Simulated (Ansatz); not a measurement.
# Mo8P8Au: the cost of one run

Program: Ansatz 0.2.0. Level of theory: DFT PBEsol, plane waves, PAW, scalar-relativistic, no spin polarisation. These are calculated values, not measurements.

### Step 1. The starting structure

The cell holds 17 atoms (AuMo8P8): a = 6.470 Å, b = 6.470 Å, c = 17.773 Å, α = 90.00°, β = 90.00°, γ = 120.00°.

As a file:

```xyz
17
Lattice="6.4695 0.0000 0.0000 -3.2348 5.6028 0.0000 0.0000 0.0000 17.7734" Properties=species:S:1:pos:R:3 pbc="T T T"
Mo    0.0000    0.0000    1.0000
P     0.0000    1.8676    2.5911
Mo    0.0000    0.0000    4.1823
P     0.0000    1.8676    5.7734
Mo   -1.6174    2.8014    1.0000
P    -1.6174    4.6690    2.5911
Mo   -1.6174    2.8014    4.1823
P    -1.6174    4.6690    5.7734
Mo    3.2348    0.0000    1.0000
P     3.2348    1.8676    2.5911
Mo    3.2348    0.0000    4.1823
P     3.2348    1.8676    5.7734
Mo    1.6174    2.8014    1.0000
P     1.6174    4.6690    2.5911
Mo    1.6174    2.8014    4.1823
P     1.6174    4.6690    5.7734
Au    1.5444    1.0101    7.5334
```

### Step 2. Relaxing end A

Input file input.yaml:

```yaml
crystal:
  lattice:
    - [6.46951, 0.0, 0.0]
    - [-3.234755, 5.60276, 0.0]
    - [0.0, 0.0, 17.773418]
  atoms:
    - { symbol: Mo, position: [0.0, 0.0, 0.0562638] }
    - { symbol: P, position: [0.1666667, 0.3333333, 0.1457873] }
    - { symbol: Mo, position: [0.0, 0.0, 0.2353109] }
    - { symbol: P, position: [0.1666667, 0.3333333, 0.3248344] }
    - { symbol: Mo, position: [0.0, 0.5, 0.0562638] }
    - { symbol: P, position: [0.1666667, 0.8333333, 0.1457873] }
    - { symbol: Mo, position: [0.0, 0.5, 0.2353109] }
    - { symbol: P, position: [0.1666667, 0.8333333, 0.3248344] }
    - { symbol: Mo, position: [0.5, 0.0, 0.0562638] }
    - { symbol: P, position: [0.6666667, 0.3333333, 0.1457873] }
    - { symbol: Mo, position: [0.5, 0.0, 0.2353109] }
    - { symbol: P, position: [0.6666667, 0.3333333, 0.3248344] }
    - { symbol: Mo, position: [0.5, 0.5, 0.0562638] }
    - { symbol: P, position: [0.6666667, 0.8333333, 0.1457873] }
    - { symbol: Mo, position: [0.5, 0.5, 0.2353109] }
    - { symbol: P, position: [0.6666667, 0.8333333, 0.3248344] }
    - { symbol: Au, position: [0.3288558, 0.180283, 0.4238587] }
basis:
  ecutwfc: 420.0
kpoints:
  mp_grid: { grid: [4, 4, 1] }
hamiltonian:
  xc: pbesol
scf:
  occupations: { method: gaussian, width: 0.1 }
  lower_state_search: "off"
relax:
  f_tol: 0.03
  max_steps: 60
  adjacent_minimum: "off"
  constraints: [{ sites: [0, 4, 8, 12] }]
```

On the command line:

```
$ ansatz run input.yaml --threads 4 --pin off --max-ram 10240MiB --backend cpu --events-out ev --progress --plain --runs-dir out
```

What time and memory should one allow on 4 threads of Intel Xeon Gold 6455B (Sapphire Rapids), shared host?

About 25 s, with a peak of 1.8 GiB.
